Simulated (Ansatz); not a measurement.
# C3H4F4O: how energies converge with the basis set

The task here is to estimate one member of a computed series from the others.

Computed with Ansatz 0.2.0, Gaussian basis. Level: one geometry, several basis sets.

The runs, in order: PBE0-D4/def2-SVP; ωB97M-V/def2-SVP; PBE0-D4/def2-QZVPP; ωB97M-V/def2-QZVPP; the functionals' def2-TZVPP values are taken from earlier runs.

### The geometry

An earlier PBE0-D4 in a triple-zeta def2 set relaxation fixed the geometry.

SMILES `OC(F)(CF)C(F)F`, 12 atoms, charge 0, spin multiplicity 1.

Atoms are counted from 1 here; the program's logs count them from 0.

Bond lengths: O1–C2 1.362 Å, O1–H9 0.965 Å, C2–F3 1.384 Å, C2–C4 1.520 Å, C2–C6 1.528 Å, C4–F5 1.382 Å, C4–H10 1.092 Å, C4–H11 1.090 Å, C6–F7 1.349 Å, C6–F8 1.351 Å, C6–H12 1.094 Å. Angles: C2–O1–H9 108.2°, O1–C2–F3 110.0°, O1–C2–C4 112.6°, O1–C2–C6 107.4°, F3–C2–C4 108.2°, F3–C2–C6 105.7°, C4–C2–C6 112.6°, C2–C4–F5 107.9°, C2–C4–H10 110.1°, C2–C4–H11 110.6°, F5–C4–H10 108.4°, F5–C4–H11 108.9°, H10–C4–H11 110.8°, C2–C6–F7 110.0°, C2–C6–F8 109.3°, C2–C6–H12 110.8°, F7–C6–F8 107.8°, F7–C6–H12 109.4° and more.

As a file:

```
O     0.49223    0.70753    1.36967
C    -0.23831    0.14318    0.36818
F    -1.58968    0.28311    0.63221
C     0.04761    0.76712   -0.98799
F     0.09681    2.13842   -0.82357
C     0.03501   -1.36023    0.39354
F     1.33817   -1.59660    0.13747
F    -0.69146   -1.96335   -0.57318
H     0.54243    1.65792    1.20819
H     1.01664    0.42980   -1.36027
H    -0.74452    0.52469   -1.69592
H    -0.22784   -1.78679    1.36557
```

The first run:

in.yaml reads:

```yaml
crystal:
  periodic: [false, false, false]
  atoms:
    - {symbol: O, position_ang: [0.492227, 0.707530, 1.369670]}
    - {symbol: C, position_ang: [-0.238311, 0.143182, 0.368182]}
    - {symbol: F, position_ang: [-1.589684, 0.283112, 0.632209]}
    - {symbol: C, position_ang: [0.047608, 0.767119, -0.987991]}
    - {symbol: F, position_ang: [0.096813, 2.138417, -0.823571]}
    - {symbol: C, position_ang: [0.035012, -1.360228, 0.393538]}
    - {symbol: F, position_ang: [1.338167, -1.596599, 0.137468]}
    - {symbol: F, position_ang: [-0.691456, -1.963349, -0.573178]}
    - {symbol: H, position_ang: [0.542433, 1.657915, 1.208191]}
    - {symbol: H, position_ang: [1.016642, 0.429799, -1.360272]}
    - {symbol: H, position_ang: [-0.744517, 0.524691, -1.695921]}
    - {symbol: H, position_ang: [-0.227835, -1.786791, 1.365575]}
basis:
  gaussian: {orbitals: def2-SVP}
hamiltonian: {xc: pbe0, dispersion: d4}
output: {orbitals: {seedname: orbitals}}
```

Launch:

```console
ansatz run in.yaml --threads 8 --pin off --events-out ev --progress --plain --max-ram 18278MiB
```

Steps of the session up to this table: PBE0-D4 in def2-SVP; ωB97M-V in def2-SVP; PBE0-D4 in def2-QZVPP; ωB97M-V in def2-QZVPP.

One table of the session follows, with a row left open; its other results are not shown here.

It belongs to the step «Functionals by basis». 

```
functional       basis  HOMO (eV)  LUMO (eV)
   PBE0-D4    def2-SVP          ?          ?
   PBE0-D4  def2-TZVPP      -9.54       0.78
   PBE0-D4  def2-QZVPP      -9.59       0.45
   ωB97M-V    def2-SVP     -11.74       3.43
   ωB97M-V  def2-TZVPP     -11.94       2.49
   ωB97M-V  def2-QZVPP     -12.00       1.83
```

Estimate the missing values for PBE0-D4, def2-SVP.

**Answer.** HOMO (eV): -9.36; LUMO (eV): 1.48. In the column «HOMO (eV)» it is the highest.
